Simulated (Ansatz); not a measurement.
# WS2: further runs on the relaxed cell

The task here is to estimate one member of a computed series from the others.

The COD entry's cell or inner coordinates are ideal or old and differ from later refinements, so a difference from it is no clean test against experiment.

Program: Ansatz 0.2.0. Level of theory: DFT PBEsol, scalar-relativistic, plane waves, PAW. These are calculated values, not measurements.

1 further run of the same task is left out (set aside as unsound or not needed).

## The structure to begin with

It takes space group P6_3/mmc (No. 194, hexagonal). Conventional cell: a = 3.146 Å, b = 3.146 Å, c = 12.694 Å, α = 90.00°, β = 90.00°, γ = 120.00°. W (site symmetry -6m2) has 6 S at 2.40 Å in its first shell of neighbours. S (site symmetry 3m) has 3 W at 2.40 Å in its first shell of neighbours.

Structure file:

```cif
data_structure
_symmetry_space_group_name_H-M 'P6_3/mmc'
_symmetry_Int_Tables_number 194
_cell_length_a 3.1462
_cell_length_b 3.1462
_cell_length_c 12.6939
_cell_angle_alpha 90.000
_cell_angle_beta 90.000
_cell_angle_gamma 120.000
_cell_volume 108.81
loop_
_atom_site_label
_atom_site_type_symbol
_atom_site_symmetry_multiplicity
_atom_site_Wyckoff_symbol
_atom_site_fract_x
_atom_site_fract_y
_atom_site_fract_z
_atom_site_occupancy
W1 W 2 c 0.33333 0.66667 0.25000 1
S1 S 4 f 0.33333 0.66667 0.62650 1
```

It is the result of an earlier relaxation at this level (volume 18.14 Å³/atom; gap on the mesh: 1.10 eV).

The first run:

Contents of input.yaml:

```yaml
crystal:
  lattice:
    - [3.1461640718, 0.0, 0.0]
    - [-1.5730820359, 2.7246580106, 0.0]
    - [0.0, 0.0, 12.6939005331]
  atoms:
    - { symbol: W, position: [0.3333333333, 0.6666666667, 0.25] }
    - { symbol: W, position: [0.6666666667, 0.3333333333, 0.75] }
    - { symbol: S, position: [0.3333333333, 0.6666666667, 0.6265042515] }
    - { symbol: S, position: [0.6666666667, 0.3333333333, 0.1265042515] }
    - { symbol: S, position: [0.3333333333, 0.6666666667, 0.8734957485] }
    - { symbol: S, position: [0.6666666667, 0.3333333333, 0.3734957485] }
basis:
  ecutwfc: 420
kpoints:
  mp_grid: { grid: [12, 12, 4] }
  band_path:
    path:
      - [[0.0, 0.0, 0.0], [0.5, 0.0, 0.0], [0.33333333, 0.33333333, 0.0], [0.0, 0.0, 0.0], [0.0, 0.0, 0.5], [0.5, 0.0, 0.5], [0.33333333, 0.33333333, 0.5], [0.0, 0.0, 0.5]]
      - [[0.5, 0.0, 0.5], [0.5, 0.0, 0.0]]
      - [[0.33333333, 0.33333333, 0.5], [0.33333333, 0.33333333, 0.0]]
    npoints: 14
hamiltonian:
  xc: pbesol
scf:
  occupations: { method: gaussian, width: 0.02 }
  n_extra_bands: 15
output:
  forces: true
  stress: true
  eigenvalues: true
  populations: true
  dos: { projected: true, de: 0.02, nscf_kmesh: { grid: [18, 18, 6] } }
  bader: true
  write_density: true
  write_potential: true
  elf: true
  volumetric_format: npy
```

The run is started by

```console
> ansatz run input.yaml --threads 2 --pin off --max-ram 5120MiB --backend cpu --events-out ev --progress --plain --runs-dir out
```

Among the steps run: Static run: bands, density of states and charges; Band edges anywhere in the zone; Eigenvalues a small step from each edge; Point at V/V0 = 0.97; Volume × 1.03; Volume × 0.94; The cell scaled to 1.06 of its volume.

One table of the session follows, with a row left open; its other results are not shown here.

It belongs to the step «Equation of state». 

```
volume (Å³/atom)  energy above the lowest point (meV/atom)  pressure (GPa)  gap on the mesh (eV)
          17.048                                       5.9            2.14                  0.81
          17.592                                       1.2            0.80                  0.96
          18.136                                       0.0           -0.01                  1.10
          18.680                                         ?               ?                     ?
          19.224                                       2.1           -0.50                  1.37
```

Estimate the missing values for volume (Å³/atom) = 18.680.

Worked estimate for «energy above the lowest point (meV/atom)». A straight line through the neighbours (18.136, 0.0) and (19.224, 2.1) gives 0.0 + (2.1 − 0.0) × (18.680 − 18.136) / (19.224 − 18.136) = 1.1; a parabola fitted to 3 rows on both sides gives 0.3.

**Answer.** energy above the lowest point (meV/atom): 0.7; pressure (GPa): -0.35; gap on the mesh (eV): 1.24. In «energy above the lowest point (meV/atom)» the line misses by +0.4 and the parabola by -0.4.

Limits of these values: Layers here are held mostly by dispersion, which this level lacks, so their spacing and the stiffness across them are unreliable there.
